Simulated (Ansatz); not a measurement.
# GaIr: properties at the relaxed cell

The task here is to estimate one member of a computed series from the others.

Program: Ansatz 0.2.0. Level of theory: DFT r2SCAN, scalar-relativistic, plane waves, PAW. These are calculated values, not measurements.

1 further run of the same task is left out (set aside as unsound or not needed).

## Starting point

It takes space group Pm-3m (No. 221, cubic). The conventional cell has a = 3.026 Å, b = 3.026 Å, c = 3.026 Å, α = 90.00°, β = 90.00°, γ = 90.00°. Around Ga (site symmetry m-3m) lie 8 Ir at 2.62 Å. Around Ir (site symmetry m-3m) lie 8 Ga at 2.62 Å.

Structure file:

```
CELL_PARAMETERS angstrom
3.02614 0.00000 0.00000
0.00000 3.02614 0.00000
0.00000 0.00000 3.02614
ATOMIC_POSITIONS crystal
Ga 0.00000 0.00000 0.00000
Ir 0.50000 0.50000 0.50000
```

This cell was relaxed beforehand with the same method: volume 13.86 Å³/atom, gap on the mesh none (metal).

The first run:

Contents of input.yaml:

```yaml
crystal:
  lattice:
    - [3.0261431943, 0.0, 0.0]
    - [0.0, 3.0261431943, 0.0]
    - [0.0, 0.0, 3.0261431943]
  atoms:
    - { symbol: Ga, position: [0.0, 0.0, 0.0] }
    - { symbol: Ir, position: [0.5, 0.5, 0.5] }
basis:
  ecutwfc: 500
kpoints:
  mp_grid: { grid: [14, 14, 14] }
  band_path:
    path:
      - [[0.0, 0.0, 0.0], [0.0, 0.5, 0.0], [0.5, 0.5, 0.0], [0.0, 0.0, 0.0], [0.5, 0.5, 0.5], [0.0, 0.5, 0.0]]
      - [[0.5, 0.5, 0.5], [0.5, 0.5, 0.0]]
    npoints: 14
hamiltonian:
  xc: r2scan
scf:
  occupations: { method: gaussian, width: 0.1 }
  n_extra_bands: 6
output:
  forces: true
  stress: true
  eigenvalues: true
  populations: true
  dos: { projected: true, de: 0.02, nscf_kmesh: { grid: [21, 21, 21] } }
  bader: true
  write_density: true
  write_potential: true
  elf: true
  volumetric_format: npy
```

Run with:

```
ansatz run input.yaml --threads 1 --pin off --max-ram 2560MiB --backend cpu --events-out ev --progress --plain --runs-dir out
```

Among the steps run: Bands, states and charges; Point at V/V0 = 0.97; Point at V/V0 = 1.03; Volume × 0.94; Volume × 1.06.

One of the session's tables, all rows but one given; the rest of the session is left out.

It belongs to the step «Equation of state». 

```
volume (Å³/atom)  energy above the lowest point (meV/atom)  pressure (GPa)
          13.025                                      42.9           17.57
          13.440                                         ?               ?
          13.856                                       0.0            0.02
          14.272                                       8.9           -6.69
          14.687                                      33.7          -12.31
```

**Question.** Estimate the row for volume (Å³/atom) = 13.440.

Worked estimate for «energy above the lowest point (meV/atom)». A straight line through the neighbours (13.025, 42.9) and (13.856, 0.0) gives 42.9 + (0.0 − 42.9) × (13.440 − 13.025) / (13.856 − 13.025) = 21.5; a parabola fitted to 3 rows on both sides gives 11.4.

The run gave: energy above the lowest point (meV/atom): 10.1; pressure (GPa): 8.01. In «energy above the lowest point (meV/atom)» the line misses by +11.4 and the parabola by +1.3.
